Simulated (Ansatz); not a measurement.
What does this script print? It uses Ansatz 0.2.0, Python API.

Script `bde_alclh3osb.py`:
```python
# -*- coding: utf-8 -*-
"""Cost of removing each kind of hydrogen from AlClH3OSb, fragments frozen."""

import logging
import sys

import ansatz as az

logging.basicConfig(stream=sys.stdout, format="%(name)s: %(message)s")
log = logging.getLogger("ansatz_job")
log.setLevel(logging.INFO)


def total_energy(molecule, charge=0, unpaired=0):
    calc = (
        molecule.calculation()
        .basis(gaussian="def2-SVP")  # atom-centred Gaussian functions
        .correlation("mp2")  # correlation on top of the mean field
    )
    if charge:
        calc = calc.charge(charge)
    if unpaired:
        calc = calc.spin("collinear", total=unpaired)
    return calc.run(threads=1, pin="off").report["free_energy_ev"]

def without(molecule, index):
    rest = az.Crystal.molecule()
    for i, site in enumerate(molecule.cartesian_sites):
        if i != index:
            rest = rest.atom(site.symbol, site.position_ang)
    return rest

molecule = (
    az.Crystal.molecule()
    .atom("O", (-1.0459, 1.2604, -0.9868))
    .atom("Al", (-0.0406, 0.8432, 0.4275))
    .atom("Sb", (0.5525, -1.6882, 0.8318))
    .atom("Cl", (-0.1418, -2.2976, -1.3382))
    .atom("H", (-2.0165, 1.2506, -0.6639))
    .atom("H", (0.5012, 1.9916, 1.4191))
    .atom("H", (2.2522, -1.428, 0.2648))
)

whole = total_energy(molecule, 0)
hydrogen = total_energy(az.Crystal.molecule().atom("H", (0, 0, 0)), 0, 1)
log.info(f"E(molecule) = {whole:.5f} eV, E(H) = {hydrogen:.5f} eV")
for index in [4, 5, 6]:
    radical = total_energy(without(molecule, index), 0, 1)
    log.info(f"H{index}: homolysis {(radical + hydrogen - whole):.3f} eV")
    anion = total_energy(without(molecule, index), -1)
    log.info(f"H{index}: loss of a proton {(anion - whole):.3f} eV")
```

```console
$ python bde_alclh3osb.py
ansatz_job: E(molecule) = -27689.26833 eV, E(H) = -13.58606 eV
ansatz_job: H4: homolysis 5.026 eV
ansatz_job: H4: loss of a proton 15.923 eV
ansatz_job: H5: homolysis 3.371 eV
ansatz_job: H5: loss of a proton 16.059 eV
ansatz_job: H6: homolysis 2.482 eV
ansatz_job: H6: loss of a proton 14.443 eV
```

Caveats:
- Total energies depend on the basis set; only differences at equal settings carry meaning.
- The geometry is a force-field or estimated start, not a minimum of this method, and the basis set is short of its limit. All parts are taken at fixed geometry, without zero-point energy.
- def2 sets replace the cores of elements past krypton by effective core potentials.
- The spin-orbit lowering of heavy atoms is left out.
- Anions want diffuse functions, which this basis lacks.
- Wall time of the script: 17 s on 1 thread of Arm Neoverse V2, with other jobs on the host, peak memory 0.37 GiB.
